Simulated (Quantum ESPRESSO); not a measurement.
# CoSi2 (I4/mmm) in Quantum ESPRESSO: single point with PBE

Aim: the single point of CoSi2 with PBE.

Program: Quantum ESPRESSO 7.5. These are calculated values, not measurements. Logs are shortened: lines on timing, memory, paths and dates and some standing lists are left out, and cuts for length are marked.

## 1. The structure

It takes space group I4/mmm (No. 139, tetragonal). The conventional cell has a = 3.854 Å, b = 3.854 Å, c = 5.397 Å, α = 90.00°, β = 90.00°, γ = 90.00°. Co (site symmetry 4/mmm) is surrounded by 8 Si at 2.35 Å. Si (site symmetry -4m2) is surrounded by 4 Co at 2.35 Å and 2 Si at 2.70 Å.

The cell was built by a generator and needn't be a form met in nature.

## 2. Single point, PBE

Contents of pw.in:

```
&CONTROL
  calculation = 'scf'
  prefix = 'pwscf'
  outdir = './tmp'
  pseudo_dir = './pseudo'
  tprnfor = .true.
  tstress = .true.
  disk_io = 'nowf'
/
&SYSTEM
  ibrav = 0
  nat = 3
  ntyp = 2
  ecutwfc = 56
  ecutrho = 448
  nbnd = 19
  occupations = 'smearing'
  smearing = 'mp'
  degauss = 0.00734986
/
&ELECTRONS
  conv_thr = 6d-10
  electron_maxstep = 120
  mixing_beta = 0.5
/
ATOMIC_SPECIES
Co    58.9332 co_pbe_v1.2.uspp.F.UPF
Si    28.0850 si_pbe_v1.uspp.F.UPF
CELL_PARAMETERS angstrom
   0.0000000000    2.7253234300    2.6985520800
   2.7253234300    0.0000000000    2.6985520800
   2.7253234300    2.7253234300    0.0000000000
ATOMIC_POSITIONS crystal
Co     0.0000000000    0.0000000000    0.0000000000
Si     0.2500000000    0.2500000000    0.2500000000
Si     0.7500000000    0.7500000000    0.7500000000
K_POINTS automatic
16 16 16 0 0 0
```

Potentials or basis: GBRV 1.5 PBE.

The run is started by

```
OMP_NUM_THREADS=1 pw.x -in pw.in > pw.out
```

pw.out:

```text
This program is part of the open-source Quantum ESPRESSO suite
     for quantum simulation of materials; please cite
[... 9 lines left out ...]
     --------------------
     sticks:   dense  smooth     PW     G-vecs:    dense   smooth      PW
     Sum        1635     813    253                43391    15321    2669

     Using Slab Decomposition

     bravais-lattice index     =            0
     lattice parameter (alat)  =       7.2477  a.u.
     unit-cell volume          =     270.5163 (a.u.)^3
     number of atoms/cell      =            3
     number of atomic types    =            2
     number of electrons       =        25.00
     number of Kohn-Sham states=           19
     kinetic-energy cutoff     =      56.0000  Ry
     charge density cutoff     =     448.0000  Ry
     scf convergence threshold =      6.0E-10
     mixing beta               =       0.5000
     number of iterations used =            8  plain     mixing
     Exchange-correlation= SLA  PW   PBE  PBE
                           (   1   4   3   4   0   0   0)

     celldm(1)=   7.247678  celldm(2)=   0.000000  celldm(3)=   0.000000
     celldm(4)=   0.000000  celldm(5)=   0.000000  celldm(6)=   0.000000

     crystal axes: (cart. coord. in units of alat)
               a(1) = (   0.000000   0.710588   0.703608 )
               a(2) = (   0.710588   0.000000   0.703608 )
               a(3) = (   0.710588   0.710588   0.000000 )

     reciprocal axes: (cart. coord. in units 2 pi/alat)
               b(1) = ( -0.703642  0.703642  0.710623 )
               b(2) = (  0.703642 -0.703642  0.710623 )
               b(3) = (  0.703642  0.703642 -0.710623 )

     PseudoPot. # 1 for Co read from file:
     co_pbe_v1.2.uspp.F.UPF
     Pseudo is Ultrasoft + core correction, Zval = 17.0
     Generated by new atomic code, or converted to UPF format
     Using radial grid of  863 points,  6 beta functions with:
                l(1) =   0
                l(2) =   0
                l(3) =   1
                l(4) =   1
                l(5) =   2
                l(6) =   2
     Q(r) pseudized with  8 coefficients,  rinner =    1.200   1.200   1.200
                                                       1.200   1.200

     PseudoPot. # 2 for Si read from file:
     si_pbe_v1.uspp.F.UPF
     Pseudo is Ultrasoft + core correction, Zval =  4.0
     Generated by new atomic code, or converted to UPF format
     Using radial grid of  899 points,  6 beta functions with:
                l(1) =   0
                l(2) =   0
                l(3) =   1
                l(4) =   1
                l(5) =   2
                l(6) =   2
     Q(r) pseudized with  8 coefficients,  rinner =    0.900   0.900   0.900
                                                       0.900   0.900

     atomic species   valence    mass     pseudopotential
     Co               17.00    58.93320     Co( 1.00)
     Si                4.00    28.08500     Si( 1.00)

     16 Sym. Ops., with inversion, found

   Cartesian axes

     site n.     atom                  positions (alat units)
         1        Co     tau(   1) = (   0.0000000   0.0000000   0.0000000  )
         2        Si     tau(   2) = (   0.3552941   0.3552941   0.3518040  )
         3        Si     tau(   3) = (   1.0658824   1.0658824   1.0554121  )

     number of k points=   349  Methfessel-Paxton smearing, width (Ry)=  0.0073

     Number of k-points >= 100: set verbosity='high' to print them.

     Dense  grid:    43391 G-vectors     FFT dimensions: (  50,  50,  50)

     Smooth grid:    15321 G-vectors     FFT dimensions: (  36,  36,  36)

     Check: negative core charge=   -0.000010

     Initial potential from superposition of free atoms

     starting charge      23.9987, renormalised to      25.0000
     Starting wfcs are   21 randomized atomic wfcs

     Self-consistent Calculation

     iteration #  1     ecut=    56.00 Ry     beta= 0.50
     Davidson diagonalization with overlap
     ethr =  1.00E-02,  avg # of iterations =  4.3

     total energy              =    -307.26360764 Ry
     estimated scf accuracy    <      17.26392137 Ry

     iteration #  2     ecut=    56.00 Ry     beta= 0.50
     Davidson diagonalization with overlap
     ethr =  1.00E-02,  avg # of iterations =  3.0

     total energy              =    -317.23035574 Ry
     estimated scf accuracy    <      35.48189600 Ry

     iteration #  3     ecut=    56.00 Ry     beta= 0.50
     Davidson diagonalization with overlap
     ethr =  1.00E-02,  avg # of iterations =  2.0

     total energy              =    -317.69898684 Ry
     estimated scf accuracy    <       7.88256319 Ry

     iteration #  4     ecut=    56.00 Ry     beta= 0.50
     Davidson diagonalization with overlap
     ethr =  1.00E-02,  avg # of iterations =  1.8

     total energy              =    -317.96883458 Ry
     estimated scf accuracy    <       1.72798386 Ry

     iteration #  5     ecut=    56.00 Ry     beta= 0.50
     Davidson diagonalization with overlap
     ethr =  6.91E-03,  avg # of iterations =  1.0

     total energy              =    -317.50280312 Ry
     estimated scf accuracy    <       1.13647605 Ry

     iteration #  6     ecut=    56.00 Ry     beta= 0.50
     Davidson diagonalization with overlap
     ethr =  4.55E-03,  avg # of iterations =  1.9

     total energy              =    -317.86973087 Ry
     estimated scf accuracy    <       1.11535872 Ry

     iteration #  7     ecut=    56.00 Ry     beta= 0.50
     Davidson diagonalization with overlap
     ethr =  4.46E-03,  avg # of iterations =  1.0

     total energy              =    -317.85520846 Ry
     estimated scf accuracy    <       0.98891437 Ry

     iteration #  8     ecut=    56.00 Ry     beta= 0.50
     Davidson diagonalization with overlap
     ethr =  3.96E-03,  avg # of iterations =  1.0

     total energy              =    -317.81928502 Ry
     estimated scf accuracy    <       0.82602768 Ry

     iteration #  9     ecut=    56.00 Ry     beta= 0.50
     Davidson diagonalization with overlap
     ethr =  3.30E-03,  avg # of iterations =  1.0

     total energy              =    -317.73902766 Ry
     estimated scf accuracy    <       0.45715937 Ry

     iteration # 10     ecut=    56.00 Ry     beta= 0.50
     Davidson diagonalization with overlap
     ethr =  1.83E-03,  avg # of iterations =  1.1

     total energy              =    -317.77963575 Ry
     estimated scf accuracy    <       0.00607329 Ry

     iteration # 11     ecut=    56.00 Ry     beta= 0.50
     Davidson diagonalization with overlap
     ethr =  2.43E-05,  avg # of iterations =  2.9

     total energy              =    -317.78096971 Ry
     estimated scf accuracy    <       0.00146542 Ry

     iteration # 12     ecut=    56.00 Ry     beta= 0.50
     Davidson diagonalization with overlap
     ethr =  5.86E-06,  avg # of iterations =  2.5

     total energy              =    -317.77998367 Ry
     estimated scf accuracy    <       0.00757784 Ry

     iteration # 13     ecut=    56.00 Ry     beta= 0.50
     Davidson diagonalization with overlap
     ethr =  5.86E-06,  avg # of iterations =  1.6

     total energy              =    -317.78041918 Ry
     estimated scf accuracy    <       0.00024395 Ry

     iteration # 14     ecut=    56.00 Ry     beta= 0.50
     Davidson diagonalization with overlap
     ethr =  9.76E-07,  avg # of iterations =  1.4

     total energy              =    -317.78042892 Ry
     estimated scf accuracy    <       0.00006216 Ry

     iteration # 15     ecut=    56.00 Ry     beta= 0.50
     Davidson diagonalization with overlap
     ethr =  2.49E-07,  avg # of iterations =  1.1

     total energy              =    -317.78042499 Ry
     estimated scf accuracy    <       0.00004523 Ry

     iteration # 16     ecut=    56.00 Ry     beta= 0.50
     Davidson diagonalization with overlap
     ethr =  1.81E-07,  avg # of iterations =  1.0

     total energy              =    -317.78042474 Ry
     estimated scf accuracy    <       0.00001059 Ry

     iteration # 17     ecut=    56.00 Ry     beta= 0.50
     Davidson diagonalization with overlap
     ethr =  4.24E-08,  avg # of iterations =  1.7

     total energy              =    -317.78042538 Ry
     estimated scf accuracy    <       0.00000079 Ry

     iteration # 18     ecut=    56.00 Ry     beta= 0.50
     Davidson diagonalization with overlap
     ethr =  3.17E-09,  avg # of iterations =  2.0

     total energy              =    -317.78042543 Ry
     estimated scf accuracy    <       0.00000012 Ry

     iteration # 19     ecut=    56.00 Ry     beta= 0.50
     Davidson diagonalization with overlap
     ethr =  4.89E-10,  avg # of iterations =  2.2

     total energy              =    -317.78042542 Ry
     estimated scf accuracy    <       0.00000023 Ry

     iteration # 20     ecut=    56.00 Ry     beta= 0.50
     Davidson diagonalization with overlap
     ethr =  4.89E-10,  avg # of iterations =  1.0

     total energy              =    -317.78042545 Ry
     estimated scf accuracy    <          2.3E-09 Ry

     iteration # 21     ecut=    56.00 Ry     beta= 0.50
     Davidson diagonalization with overlap
     ethr =  9.24E-12,  avg # of iterations =  4.2

     total energy              =    -317.78042545 Ry
     estimated scf accuracy    <          3.3E-09 Ry

     iteration # 22     ecut=    56.00 Ry     beta= 0.50
     Davidson diagonalization with overlap
     ethr =  9.24E-12,  avg # of iterations =  2.0

     End of self-consistent calculation

     Number of k-points >= 100: set verbosity='high' to print the bands.

     the Fermi energy is    12.0971 ev

!    total energy              =    -317.78042545 Ry
     estimated scf accuracy    <          2.0E-11 Ry
     smearing contrib. (-TS)   =      -0.00000361 Ry
     internal energy E=F+TS    =    -317.78042183 Ry

     The total energy is F=E-TS. E is the sum of the following terms:
     one-electron contribution =    -241.67955494 Ry
     hartree contribution      =     133.37199522 Ry
     xc contribution           =     -41.47279532 Ry
     ewald contribution        =    -168.00006680 Ry

     convergence has been achieved in  22 iterations

     Forces acting on atoms (cartesian axes, Ry/au):

     atom    1 type  1   force =    -0.00000000    0.00000000    0.00000000
     atom    2 type  2   force =     0.00000000   -0.00000000    0.00000000
     atom    3 type  2   force =     0.00000000   -0.00000000   -0.00000000

     Total force =     0.000000     Total SCF correction =     0.000000

     Computing stress (Cartesian axis) and pressure

          total   stress  (Ry/bohr**3)                   (kbar)     P=      -67.22
  -0.00047395   0.00000000  -0.00000000          -69.72        0.00       -0.00
   0.00000000  -0.00047395   0.00000000            0.00      -69.72        0.00
  -0.00000000  -0.00000000  -0.00042305           -0.00       -0.00      -62.23

=------------------------------------------------------------------------------=
   JOB DONE.
=------------------------------------------------------------------------------=
```

Run time: 7.9 min. Hardware: 1 thread of Intel Xeon Platinum 8375C at 2.90GHz (Ice Lake), shared host; peak memory 0.37 GiB.

What came out:

```
Free energy            : -4323.6229 eV
Pressure               : -6.7 GPa
Band gap on the k mesh : none (metal or under the smearing width)
```

Levels at points of the mesh, in eV from the Fermi level:
```
             k point  band 10  band 11  band 12  band 13  band 14  band 15  band 16  band 17
  (0.00, 0.00, 0.00)    -1.73     0.36     3.21     3.34     3.34     3.39     3.39     3.50
 (0.00, 0.00, -0.50)    -1.49    -1.49    -0.48    -0.42     2.57     3.31     3.33     4.02
(0.00, -0.50, -0.50)    -1.84    -1.80    -1.79    -1.22     1.48     2.95     8.49     9.05
(-0.50, -0.50, 0.00)    -1.80    -1.80    -1.76    -1.23     1.42     2.90     8.52     9.16
```

Spin polarisation is off, so any magnetic state and its effect on volume and gap are missing.
